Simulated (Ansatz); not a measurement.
# C3H13N3OZr: basis-set convergence

An exercise on one series of results from a longer session: the logs are not shown, and one member is left open.

The runs use Ansatz 0.2.0, Gaussian basis; one geometry, several basis sets.

Plan: PBE0-D4/def2-SVP; ωB97M-V/def2-SVP; PBE0-D4/def2-QZVPP; ωB97M-V/def2-QZVPP; the functionals' def2-TZVPP values are taken from earlier runs.

## The geometry

All runs share one geometry, relaxed beforehand with PBE0-D4 in a triple-zeta def2 set. Zr takes the def2 core potential; no spin-orbit term is included.

SMILES `C[NH][Zr]([OH])([NH]C)[NH]C`, 21 atoms, charge 0, spin multiplicity 1.

Atoms are counted from 1 here; the program's logs count them from 0.

Bond lengths: C1–N2 1.447 Å, C1–H9 1.098 Å, C1–H10 1.095 Å, C1–H11 1.098 Å, N2–Zr3 2.045 Å, N2–H12 1.011 Å, Zr3–O4 1.945 Å, Zr3–N5 2.045 Å, Zr3–N7 2.045 Å, O4–H13 0.951 Å, N5–C6 1.447 Å, N5–H14 1.011 Å, C6–H15 1.095 Å, C6–H16 1.098 Å, C6–H17 1.098 Å, N7–C8 1.447 Å, N7–H18 1.011 Å, C8–H19 1.098 Å and more. Angles: N2–C1–H9 112.5°, N2–C1–H10 110.1°, N2–C1–H11 112.9°, H9–C1–H10 106.6°, H9–C1–H11 107.6°, H10–C1–H11 106.7°, C1–N2–Zr3 126.6°, C1–N2–H12 111.4°, Zr3–N2–H12 121.7°, N2–Zr3–O4 112.4°, N2–Zr3–N5 106.6°, N2–Zr3–N7 106.2°, O4–Zr3–N5 112.2°, O4–Zr3–N7 112.6°, N5–Zr3–N7 106.4°, Zr3–O4–H13 177.3°, Zr3–N5–C6 126.8°, Zr3–N5–H14 121.5° and more.

The first run:

File in.yaml:

```yaml
crystal:
  periodic: [false, false, false]
  atoms:
    - {symbol: C, position_ang: [-2.132869, -2.028675, -1.051984]}
    - {symbol: N, position_ang: [-1.773975, -0.747856, -0.482912]}
    - {symbol: Zr, position_ang: [0.118931, -0.049464, -0.151037]}
    - {symbol: O, position_ang: [1.339514, -0.501884, -1.596435]}
    - {symbol: N, position_ang: [-0.043493, 1.971318, 0.117762]}
    - {symbol: C, position_ang: [-0.080652, 2.982744, -0.916097]}
    - {symbol: N, position_ang: [0.706472, -0.825855, 1.647474]}
    - {symbol: C, position_ang: [2.057207, -0.880767, 2.162684]}
    - {symbol: H, position_ang: [-2.787827, -2.612740, -0.392183]}
    - {symbol: H, position_ang: [-1.234547, -2.632936, -1.217058]}
    - {symbol: H, position_ang: [-2.635351, -1.938133, -2.023983]}
    - {symbol: H, position_ang: [-2.587556, -0.162724, -0.346726]}
    - {symbol: H, position_ang: [1.953308, -0.756089, -2.276812]}
    - {symbol: H, position_ang: [-0.009488, 2.386031, 1.039613]}
    - {symbol: H, position_ang: [-0.085183, 2.511373, -1.904449]}
    - {symbol: H, position_ang: [0.789327, 3.651956, -0.889602]}
    - {symbol: H, position_ang: [-0.982092, 3.607044, -0.860813]}
    - {symbol: H, position_ang: [0.059306, -1.312840, 2.253129]}
    - {symbol: H, position_ang: [2.156231, -0.382676, 3.136086]}
    - {symbol: H, position_ang: [2.743012, -0.370370, 1.478143]}
    - {symbol: H, position_ang: [2.429725, -1.907458, 2.275180]}
basis:
  gaussian: {orbitals: def2-SVP}
hamiltonian: {xc: pbe0, dispersion: d4}
output: {orbitals: {seedname: orbitals}}
```

The run is started by

```console
> ansatz run in.yaml --threads 4 --pin off --events-out ev --progress --plain --max-ram 66560MiB --backend cpu
```

Steps of the session up to this table: PBE0-D4 in def2-SVP; ωB97M-V in def2-SVP; PBE0-D4 in def2-QZVPP; ωB97M-V in def2-QZVPP.

One of the session's tables, all rows but one given; the rest of the session is left out.

It belongs to the step «Density functionals: the series». 

| functional | basis | HOMO (eV) | LUMO (eV) |
| --- | --- | --- | --- |
| PBE0-D4 | def2-SVP | -5.98 | 0.38 |
| PBE0-D4 | def2-TZVPP | ? | ? |
| PBE0-D4 | def2-QZVPP | -6.17 | -0.03 |
| ωB97M-V | def2-SVP | -8.30 | 1.43 |
| ωB97M-V | def2-TZVPP | -8.45 | 1.07 |
| ωB97M-V | def2-QZVPP | -8.49 | 0.73 |

**Question.** Estimate the row for PBE0-D4, def2-TZVPP.

The run gave: HOMO (eV): -6.14; LUMO (eV): 0.11. In the column «HOMO (eV)» it lies between PBE0-D4, def2-QZVPP (-6.17) and PBE0-D4, def2-SVP (-5.98).
